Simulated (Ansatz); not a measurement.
# CH4Al2S: the cost of one run

All numbers below are computed with Ansatz 0.2.0 (RKS B3LYP-D4/def2-SVP).

### 1 Starting point

Bond lengths: C1–Al2 2.056 Å, Al2–Al3 2.513 Å, C1–S4 1.861 Å, Al3–S4 2.236 Å, C1–H5 1.096 Å, C1–H6 1.096 Å, Al2–H7 1.582 Å, Al3–H8 1.570 Å. Angles: C1–Al2–Al3 81.5°, C1–Al2–H7 125.0°, Al3–Al2–H7 153.5°, Al2–C1–S4 103.8°, Al2–C1–H5 118.0°, Al2–C1–H6 117.5°, S4–C1–H5 105.3°, S4–C1–H6 105.2°, H5–C1–H6 105.6°, Al2–Al3–S4 80.8°, Al2–Al3–H8 155.5°, S4–Al3–H8 123.7°, C1–S4–Al3 93.8°.

Coordinates:

```xyz
8

C    -0.6657    0.9458   -0.3140
Al    1.2240    0.5013    0.3632
Al    0.3052   -1.8361    0.2692
S    -1.4994   -0.7138   -0.4274
H    -0.7647    1.3886   -1.3114
H    -1.3085    1.5460    0.3398
H     2.3565    1.5662    0.6546
H     0.3525   -3.3981    0.4261
```

### 2 Relaxing end A

File input.yaml:

```yaml
crystal:
  periodic: [false, false, false]
  atoms:
    - { symbol: C, position_ang: [-0.66566, 0.94584, -0.31397] }
    - { symbol: Al, position_ang: [1.22402, 0.50134, 0.36317] }
    - { symbol: Al, position_ang: [0.30521, -1.83615, 0.26915] }
    - { symbol: S, position_ang: [-1.49937, -0.71383, -0.42745] }
    - { symbol: H, position_ang: [-0.76467, 1.38865, -1.31136] }
    - { symbol: H, position_ang: [-1.30852, 1.54598, 0.33981] }
    - { symbol: H, position_ang: [2.35649, 1.56625, 0.65458] }
    - { symbol: H, position_ang: [0.35251, -3.39807, 0.42606] }
basis:
  gaussian: { orbitals: def2-SVP }
hamiltonian:
  xc: b3lyp
  dispersion: d4
relax:
  f_tol: 0.02
  max_steps: 50
```

Command:

```console
$ ansatz run input.yaml --threads 2 --pin off --max-ram 3072MiB --backend cpu --events-out ev --progress --plain --runs-dir out
```

What time and memory should one allow on 2 threads of Arm Neoverse V1, shared host?

About 13 s, with a peak of 0.17 GiB.
